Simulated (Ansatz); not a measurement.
# CH8AlBOSi: small, medium and large basis sets

Aim: see how fast density functionals converge with the basis set for CH8AlBOSi.

Program: Ansatz 0.2.0, Gaussian basis. Level of theory: one geometry, several basis sets. These are calculated values, not measurements.

Plan: PBE0-D4/def2-SVP; ωB97M-V/def2-SVP; PBE0-D4/def2-QZVPP; ωB97M-V/def2-QZVPP; the functionals' def2-TZVPP values are taken from earlier runs.

**1. Structure used throughout**

An earlier PBE0-D4 in a triple-zeta def2 set relaxation fixed the geometry.

13 atoms, charge 0, spin multiplicity 1.

Atoms are counted from 1 here; the program's logs count them from 0.

Bond lengths: B1–Si2 1.856 Å, B1–Al3 2.209 Å, B1–H6 1.225 Å, B1–H7 1.195 Å, Si2–Al3 2.734 Å, Si2–H8 1.487 Å, Si2–H9 1.484 Å, Al3–C4 1.940 Å, Al3–O5 1.698 Å, C4–H10 1.095 Å, C4–H11 1.094 Å, C4–H12 1.093 Å, O5–H13 0.956 Å. Angles: Si2–B1–Al3 84.1°, Si2–B1–H6 120.0°, Si2–B1–H7 121.3°, Al3–B1–H6 70.1°, Al3–B1–H7 109.0°, H6–B1–H7 118.2°, B1–Si2–Al3 53.5°, B1–Si2–H8 125.3°, B1–Si2–H9 123.6°, Al3–Si2–H8 93.6°, Al3–Si2–H9 121.7°, H8–Si2–H9 110.6°, B1–Al3–Si2 42.5°, B1–Al3–C4 125.4°, B1–Al3–O5 112.5°, Si2–Al3–C4 107.0°, Si2–Al3–O5 130.9°, C4–Al3–O5 118.3° and more.

**2. PBE0-D4 in def2-SVP**

The input, in.yaml:

```yaml
crystal:
  periodic: [false, false, false]
  atoms:
    - {symbol: B, position_ang: [-0.472049, 1.352173, 1.085984]}
    - {symbol: Si, position_ang: [-1.796377, 1.070851, -0.184092]}
    - {symbol: Al, position_ang: [0.691872, -0.061526, -0.148663]}
    - {symbol: C, position_ang: [0.439635, -1.985022, -0.193458]}
    - {symbol: O, position_ang: [2.205091, 0.562459, -0.601044]}
    - {symbol: H, position_ang: [-0.078657, 0.420420, 1.776759]}
    - {symbol: H, position_ang: [0.117712, 2.389030, 1.149316]}
    - {symbol: H, position_ang: [-2.485056, -0.222273, -0.436725]}
    - {symbol: H, position_ang: [-2.180763, 2.075425, -1.205842]}
    - {symbol: H, position_ang: [0.297797, -2.330548, -1.222299]}
    - {symbol: H, position_ang: [1.317277, -2.504219, 0.202160]}
    - {symbol: H, position_ang: [-0.433985, -2.300205, 0.382457]}
    - {symbol: H, position_ang: [2.397905, 1.498534, -0.589752]}
basis:
  gaussian: {orbitals: def2-SVP}
hamiltonian: {xc: pbe0, dispersion: d4}
output: {orbitals: {seedname: orbitals}}
```

Run with:

```console
> ansatz run in.yaml --threads 4 --pin off --events-out ev --progress --plain --max-ram 10444MiB
```

The runs that follow: ωB97M-V in def2-SVP; PBE0-D4 in def2-QZVPP; ωB97M-V in def2-QZVPP.

**Question.** What will the summary of the whole plan be? Wanted: PBE0-D4: double and triple zeta above quadruple; ωB97M-V: double and triple zeta above quadruple.

The runs gave:

| quantity | value |
| --- | --- |
| PBE0-D4: double and triple zeta above quadruple | 10.39, 0.71 eV |
| ωB97M-V: double and triple zeta above quadruple | 10.57, 0.67 eV |

For PBE0-D4 the step from double to triple zeta gains 9.68 eV and the next only 0.71 eV. Total energies overstate the basis error of differences, where much of it tends to cancel.
